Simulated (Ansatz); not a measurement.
# CsLiCr2Te2S3 (P3m1) in Ansatz: relaxation of cell and atoms with revPBE

Aim: the relaxation of cell and atoms of CsLiCr2Te2S3 with revPBE.

Everything below comes from runs of Ansatz 0.2.0. Logs are shortened: lines on timing, memory, paths and dates and some standing lists are left out, and cuts for length are marked.

## (1) Starting point

It takes space group P3m1 (No. 156, trigonal). Conventional cell: a = 3.604 Å, b = 3.604 Å, c = 19.067 Å, α = 90.00°, β = 90.00°, γ = 120.00°. Cs (site symmetry 3m) is surrounded by 3 S at 3.38 Å and 6 Cs at 3.60 Å and 3 Te at 3.77 Å. Li (site symmetry 3m) has 6 S at 2.63 to 2.66 Å as nearest neighbours. Cr (site symmetry 3m) has 3 S at 2.40 Å and 3 Te at 2.74 Å as nearest neighbours. Cr (site symmetry 3m) is surrounded by 6 S at 2.43 to 2.45 Å. Te (site symmetry 3m) has 6 Te at 3.60 Å and 3 Cs at 3.77 Å as nearest neighbours. Te (site symmetry 3m) is surrounded by 3 Cr at 2.74 Å. Around S (site symmetry 3m) lie 3 Cr at 2.45 Å and 3 Li at 2.63 Å. S (site symmetry 3m) is surrounded by 3 Cr at 2.40 Å and 3 Li at 2.66 Å.

The cell was built by a generator and needn't be a form met in nature.

## (2) Relaxation of cell and atoms, revPBE, collinear spin, ferromagnetic start

File input.yaml:

```yaml
crystal:
  lattice:
    - [3.60358, 0.0, 0.0]
    - [-1.80179, 3.12079, 0.0]
    - [0.0, 0.0, 19.06651]
  atoms:
    - { symbol: Cs, position: [0.0, 0.0, 0.37399] }
    - { symbol: Li, position: [0.66667, 0.33333, 0.01607] }
    - { symbol: Cr, position: [0.0, 0.0, 0.86637], spin: 3.0 }
    - { symbol: Cr, position: [0.33333, 0.66667, 0.16833], spin: 3.0 }
    - { symbol: Te, position: [0.33333, 0.66667, 0.53891] }
    - { symbol: Te, position: [0.66667, 0.33333, 0.77276] }
    - { symbol: S, position: [0.0, 0.0, 0.1003] }
    - { symbol: S, position: [0.33333, 0.66667, 0.9292] }
    - { symbol: S, position: [0.66667, 0.33333, 0.23408] }
hamiltonian:
  xc: revpbe
  pseudopotentials: { kind: paw }
magnetization:
  spin_polarized: true
kpoints:
  mp_grid: { grid: [6, 6, 1] }
scf:
  occupations: { method: fermi_dirac, width: 0.05 }
output:
  forces: true
  stress: true
  eigenvalues: true
relax:
  f_tol: 0.01
  max_steps: 40
  cell: { stress_tol: 0.05 }
```

Potentials or basis: Ansatz PAW.

Run with:

```console
$ ansatz run input.yaml --threads 8 --pin off --max-ram 20480MiB --backend cpu --events-out ev --progress --plain --runs-dir out
```

The log of the run:

```text
Warning: the atoms were moved onto the symmetric positions of the space group found under crystal.symmetry.tolerance 1.0e-5 (fractional; no operation is sought that the atoms, as they stand in a round, miss by more than twice it, and no atom is moved by as much as it), and the run uses the moved positions. Before a round's move an operation carried an atom to 3.60e-5 Å from where it should land, the largest such distance. Atom 1 (counting from 0) moved farthest, by 2.08e-5 Å; the longest move in fractions of the cell, of whichever atom, is 0.47 of the tolerance, in 1 round. To run the atoms as typed, lower crystal.symmetry.tolerance until the operations that they miss are no longer found, or set crystal.symmetry.detect: false (a key that needs symmetry detection or time reversal refuses this as the deck is read). The positions used, in the order of the run's atom list: position: [0.0, 0.0, 0.37399]; position: [0.6666666666666666, 0.3333333333333333, 0.01607]; position: [0.0, 0.0, 0.86637]; position: [0.3333333333333333, 0.6666666666666666, 0.16833]; position: [0.3333333333333333, 0.6666666666666666, 0.53891]; position: [0.6666666666666666, 0.3333333333333333, 0.77276]; position: [0.0, 0.0, 0.1003]; position: [0.3333333333333333, 0.6666666666666666, 0.9292]; position: [0.6666666666666666, 0.3333333333333333, 0.23408]; The lattice was moved too: crystal.lattice keeps the space group found at crystal.symmetry.tolerance 1.0e-5 only nearly: the operation that it misses by the most changes a squared length by the fraction 1.01e-6. The run uses the lattice that is a stretch of the typed one, with no rotation, onto the one that keeps every operation to a double's rounding (on a very oblique basis the stretch itself rounds by more); the deck's lattice vector that moved farthest moved by 1.05e-6 Å. To run the lattice as typed, set crystal.symmetry.tolerance under 1.01e-6, the least fraction by which an operation that the lattice misses changes a squared length (the same key also sets how far an atom may lie from its image, so lowering it can lose operations that the atoms keep only within it), or set crystal.symmetry.detect: false, as for the atoms. crystal.lattice made exact, in Å and degrees: [[3.603578946584446, 0.0, 0.0], [-1.801789473292223, 3.120790912284897, 0.0], [0.0, 0.0, 19.06651]]. Pasted over the deck's crystal.lattice, beside positions in fractional coordinates, it runs the same cell (given as lengths and angles, that cell in the form's own orientation, a rigid turn of the misfit's size from the one run here, for which a checkpoint.post_process_only pass over this run's state can be refused: where this run relaxes nothing, give such a pass this deck's own crystal.lattice, as typed; behind a relaxation, as crystal.lattice, the state's own cell, identity.cell in its checkpoint.json), and a matrix so pasted ends this notice, except on a very skew basis of the lattice, where the rounding of the pasted numbers themselves can read as a misfit: the cell is then moved again, and that move is told again. The lattice as run is in this notice's lattice.as_run_ang field (Run.prep()["deck_notices"] in Python, the deck_notice line of an events file, deck_notices of ansatz run --dry-run=json, or deck_notices in record.json in the deck's checkpoint.write directory).
Warning: RAYON_NUM_THREADS=8 ignored (pool sized by the plan → 8); use --threads N
Engine: ansatz 0.2.0, aarch64-unknown-linux-gnu
Pseudopotentials: kind: paw
Pseudopotential: Cs, paw, valence charge 9, recommended cutoff 420 eV (normal), Cs.paw.azcp
Pseudopotential: Li, paw, valence charge 3, recommended cutoff 420 eV (normal), Li.paw.azcp
Pseudopotential: Cr, paw, valence charge 14, recommended cutoff 420 eV (normal), Cr.paw.azcp
Pseudopotential: Te, paw, valence charge 16, recommended cutoff 420 eV (normal), Te.paw.azcp
Pseudopotential: S, paw, valence charge 6, recommended cutoff 420 eV (normal), S.paw.azcp
Functional definition: revPBE
  parameter kappa = 1.245
  parameter beta = 0.06672455060314922
  exchange = pbe_x(kappa = kappa, mu = beta*pi^2/3)
  correlation = pbe_c(beta = beta)
Crystal: 9 atoms, lattice volume = 214.422 Å³
Basis set: ecut = 420 eV, 4167 PW (Γ), exchange–correlation on 50×50×256 points (8 copies of the dense FFT grid, shifted against one another)
Bands: 58, of which v1, the nominal top of the filled ones, is band 45 counted from 1 (44 counted from 0)
Symmetry: 6 space group operations
Space group: P3m1 (ITA 156), of the structure as read, at distance tolerance 6.0e-5 Å
Magnetic group: BNS 156.49 (UNI 1279), of the structure as read, at distance tolerance 6.0e-5 Å
k-points: 7 of 36 (time reversal used)
Non-local potential: Cs, projectors of the file, l = 0: 3, l = 1: 2, l = 2: 2, l = 3: 2
Non-local potential: Li, projectors of the file, l = 0: 3, l = 1: 2, l = 2: 1
Non-local potential: Cr, projectors of the file, l = 0: 3, l = 1: 2, l = 2: 3, l = 3: 1
Non-local potential: Te, projectors of the file, l = 0: 2, l = 1: 2, l = 2: 2, l = 3: 2
Non-local potential: S, projectors of the file, l = 0: 2, l = 1: 2, l = 2: 2
PAW form: soft (Blöchl's): semilocal exchange-correlation on the pseudo side does not see the compensation charge
PAW frozen core: Cs, regenerated for the run's functional, and the local potential with it (the file was generated under x = pbe(κ = 0.804, μ = 0.2195149727645171), c = pbe(β = 0.06672455060314922))
PAW frozen core: Cr, regenerated for the run's functional, and the local potential with it (the file was generated under x = pbe(κ = 0.804, μ = 0.2195149727645171), c = pbe(β = 0.06672455060314922))
PAW frozen core: Te, regenerated for the run's functional, and the local potential with it (the file was generated under x = pbe(κ = 0.804, μ = 0.2195149727645171), c = pbe(β = 0.06672455060314922))
PAW frozen core: S, regenerated for the run's functional, and the local potential with it (the file was generated under x = pbe(κ = 0.804, μ = 0.2195149727645171), c = pbe(β = 0.06672455060314922))
[... 332 lines left out ...]
Internal energy: -29336.767622 eV  (E = F + TS)
E sigma→0 (E₀):  -29336.781763 eV
Entropy (-TS):   -0.028281 eV (-3.142 meV/atom)
Fermi energy:    6.694611 eV
--- Per-component energies (eV) ---
  E_band       = -1339.911051
  E_kinetic    = 1526.480580
  E_local      = -14266.927920  (includes V_loc(G=0)·N_el)
  E_nonlocal   = -379.310349
  E_hartree    = 7016.555982
  E_xc         = -1003.743657
  E_vxc        = -963.872020  (∫ρ·V_xc dr)
  E_paw        = -18640.355858  (= ΣΔE_a)
  E_vpaw       = -1289.393235  (= ΣTr[D̂ρ^β])
  E_aug_tail   = 0.000376  (compensation charges beyond the density's cutoff)
  E_ewald      = -3589.218886
  E_core_change = -0.247891  (= ΣΔE_core)
  E_smearing   = -0.028281  (= −TS)
  E_closure    = -0.000000  (closes the sum)
  Σ components = -29336.795903   (vs F -29336.795903, Δ=0.00e0)
--- Forces (eV/Å), atoms counted from 1 ---
  atom   1  Cs     0.00000000    -0.00000000    -0.00016706
  atom   2  Li    -0.00000000     0.00000000     0.00038962
  atom   3  Cr     0.00000000    -0.00000000     0.00156870
  atom   4  Cr     0.00000000    -0.00000000    -0.00035851
  atom   5  Te     0.00000000     0.00000000     0.00085684
  atom   6  Te     0.00000000     0.00000000    -0.00086884
  atom   7  S      0.00000000     0.00000000    -0.00159246
  atom   8  S     -0.00000000    -0.00000000     0.00005603
  atom   9  S      0.00000000    -0.00000000     0.00011617
  max |Σ_I F_I| component: 5.03e-7 eV/Å
--- Stress (GPa, compression-positive) ---
       -0.005733      -0.000000      -0.000000
       -0.000000      -0.005733      -0.000000
       -0.000000      -0.000000       0.009956
  P = ⅓ Tr σ = -0.0005 GPa (-0.005 kbar)
--- Band table (eV; the first three rows and the last of 14) ---
  k-point 0 ↑: bands = ["-66.6120", "-66.1819", "-39.9180", "-37.9197", "-37.8962", "-37.8962", "-37.4916", "-37.4912", "-37.4912", "-30.0358", "-30.0358", "-29.8251", "-29.8251", "-29.7953", "-29.7953", "-29.7602", "-29.7259", "-29.7259", "-29.7043", "-16.8130", "-7.2371", "-6.8404", "-5.9159", "-4.8422", "-4.7890", "-3.1581", "-2.2428", "-2.2428", "1.4085", "2.0127", "2.8302", "2.8302", "3.3300", "3.3300", "4.3215", "4.7154", "4.8846", "4.8846", "5.1785", "5.2363", "5.2363", "5.6037", "5.6038", "5.6038", "6.1797", "7.0721", "7.0721", "8.0562", "8.2881", "8.2881", "8.5678", "8.5678", "9.3053", "9.3053", "10.5284", "10.9581", "10.9581", "11.1561"]
  k-point 1 ↑: bands = ["-66.6118", "-66.1817", "-39.9176", "-37.9191", "-37.9002", "-37.8972", "-37.4951", "-37.4922", "-37.4911", "-30.0358", "-30.0327", "-29.8262", "-29.8254", "-29.7953", "-29.7921", "-29.7585", "-29.7269", "-29.7261", "-29.7026", "-16.6996", "-6.9935", "-6.6338", "-5.8313", "-4.5980", "-4.5179", "-3.0661", "-3.0091", "-2.4160", "1.6472", "2.2199", "2.4451", "2.7578", "2.9452", "3.3721", "3.8654", "4.4263", "4.6766", "4.7084", "5.0877", "5.0965", "5.1338", "5.3003", "5.6952", "5.7902", "5.9721", "6.7199", "6.7655", "6.9308", "7.5726", "7.9793", "8.0916", "8.1432", "8.8329", "8.9586", "10.1944", "11.1309", "11.7021", "11.7556"]
  k-point 2 ↑: bands = ["-66.6113", "-66.1812", "-39.9169", "-37.9180", "-37.9081", "-37.8991", "-37.5029", "-37.4941", "-37.4902", "-30.0358", "-30.0266", "-29.8284", "-29.8260", "-29.7953", "-29.7857", "-29.7550", "-29.7290", "-29.7266", "-29.6989", "-16.4572", "-6.4027", "-6.1815", "-5.7086", "-4.3672", "-3.9650", "-3.7148", "-2.8647", "-2.7345", "1.5239", "1.7684", "2.0096", "2.5362", "2.9953", "3.1384", "3.3708", "3.3831", "4.0191", "4.1661", "4.4972", "4.9275", "5.0659", "5.0743", "5.3626", "5.3886", "5.5532", "5.7029", "6.1211", "6.3400", "7.3844", "7.5800", "8.0407", "8.0604", "8.1407", "8.6906", "10.2807", "11.1487", "11.3020", "11.8051"]
  k-point 6 ↓: bands = ["-63.5623", "-63.2393", "-39.9182", "-34.9016", "-34.9013", "-34.8756", "-34.6288", "-34.5665", "-34.5642", "-30.0301", "-30.0300", "-29.8293", "-29.8293", "-29.8253", "-29.8249", "-29.7612", "-29.7611", "-29.7536", "-29.7295", "-16.2627", "-5.8943", "-5.8646", "-5.7401", "-4.2741", "-4.1423", "-3.4390", "-2.8920", "-2.8584", "1.9744", "2.0841", "2.1178", "2.2319", "2.4035", "2.7089", "3.4166", "3.5277", "3.8405", "4.0823", "4.1271", "4.1901", "4.2585", "4.8958", "5.9052", "8.1073", "8.4055", "8.5823", "8.6313", "8.6569", "8.6622", "8.9310", "9.1138", "9.1255", "9.5595", "10.1191", "10.4474", "11.2808", "11.5054", "11.8367"]
--- Relaxed structure (11 steps of the walk, 11 accepted, 2 SCFs on fresh bases) ---
  F+E_penalty+E_count = -29336.79590336 eV   max|allowed force component| = 1.593e-3 eV/Å   (the final SCF, on the basis selected at the relaxed cell)
  cell:  # Å, volume = 242.5663 Å³
    - [3.648231543358619, -3.865122819908682e-34, -7.730245639817365e-35]
    - [-1.8241157716793095, 3.1594611954362737, -2.829466281667047e-35]
    - [-4.090067346345572e-34, -4.090067346345572e-34, 21.044331028882166]
  atoms:
    - { symbol: Cs, position: [-1.061191898185461e-34, -1.8056731495907589e-34, 0.3516319053894734] }
    - { symbol: Li, position: [0.6666666666666666, 0.3333333333333333, 0.024252823911052494] }
    - { symbol: Cr, position: [5.491976710604401e-34, 5.599872425946026e-34, 0.8865848458299719] }
    - { symbol: Cr, position: [0.3333333333333333, 0.6666666666666666, 0.16367756510346698] }
    - { symbol: Te, position: [0.3333333333333333, 0.6666666666666666, 0.502201539454623] }
    - { symbol: Te, position: [0.6666666666666666, 0.3333333333333333, 0.8022965081491387] }
    - { symbol: S, position: [-6.115316172801949e-34, 5.1884532273050924e-34, 0.10203588189464138] }
    - { symbol: S, position: [0.3333333333333333, 0.6666666666666666, 0.9439403212441755] }
    - { symbol: S, position: [0.6666666666666666, 0.3333333333333333, 0.22338860902345678] }
```

Wall time 67 s (8 threads of Arm Neoverse V1, shared host); peak memory 1.1 GiB.

Results:

- Free energy: -29336.7959 eV
- Relaxed volume: 26.95 Å³/atom
- Relaxed cell: a = 3.648 Å, b = 3.648 Å, c = 21.044 Å, α = 90.00°, β = 90.00°, γ = 120.00°
- Space group after relaxing (to 0.05 Å): P3m1 (No. 156)
- Energy gained by relaxing: 6.5 meV/atom
- Ionic steps: 13
- Pressure after relaxing: 0.0 GPa
- Band gap on the k mesh: none (metal or under the smearing width)
- Net moment: 5.71 μB per cell
- Absolute moment: 6.91 μB per cell
- Site moments: Cs +0.00; Li -0.01; Cr +2.69, +2.79; Te -0.01, -0.16; S -0.07, -0.08 μB

The path:
```tsv
step	energy change (eV)	largest force (eV/Å)	volume (Å³)
1	0.0000	0.0845	214.42
2	-0.0381	0.1210	223.23
3	-0.0458	0.0388	227.04
4	-0.0497	0.0403	230.85
5	-0.0515	0.0355	233.99
6	-0.0516	0.0107	234.71
7	-0.0516	0.0024	234.72
8	-0.0566	0.0021	234.72
9	-0.0570	0.0050	236.35
10	-0.0574	0.0069	240.52
11	-0.0572	0.0029	242.03
12	-0.0572	0.0017	242.57
13	-0.0584	0.0016	242.57
```

Final structure:
```
CELL_PARAMETERS angstrom
3.64823 0.00000 0.00000
-1.82412 3.15946 0.00000
0.00000 0.00000 21.04433
ATOMIC_POSITIONS crystal
Cs 0.00000 0.00000 0.35163
Li 0.66667 0.33333 0.02425
Cr 0.00000 0.00000 0.88658
Cr 0.33333 0.66667 0.16368
Te 0.33333 0.66667 0.50220
Te 0.66667 0.33333 0.80230
S 0.00000 0.00000 0.10204
S 0.33333 0.66667 0.94394
S 0.66667 0.33333 0.22339
```

Levels at points of the mesh, in eV from the Fermi level:
Spin up:
```csv
k point,band 46,band 47,band 48,band 49,band 50,band 51
"(0.00, 0.00, 0.00)",0.38,0.38,1.36,1.59,1.59,1.87
"(0.00, -0.50, 0.00)",-0.99,-0.87,-0.86,0.39,0.99,1.19
```
Spin down:
```tsv
k point	band 38	band 39	band 40	band 41	band 42	band 43	band 44	band 45	band 46	band 47
(0.00, 0.00, 0.00)	-1.16	-1.16	0.67	0.67	1.11	1.11	1.27	1.33	1.33	1.85
(0.00, -0.50, 0.00)	-2.62	-2.59	-1.81	-1.00	-0.90	0.38	0.60	0.95	1.29	1.79
```

Caveat: the plane-wave basis is chosen anew once the cell has moved, so the energies of steps on either side of that aren't comparable; only a ferromagnetic start was run, and an antiferromagnetic order may lie lower in energy; the PAW data sets come from PBE, with cores solved anew for the run's functional, which leaves a small shift of forces and pressure.
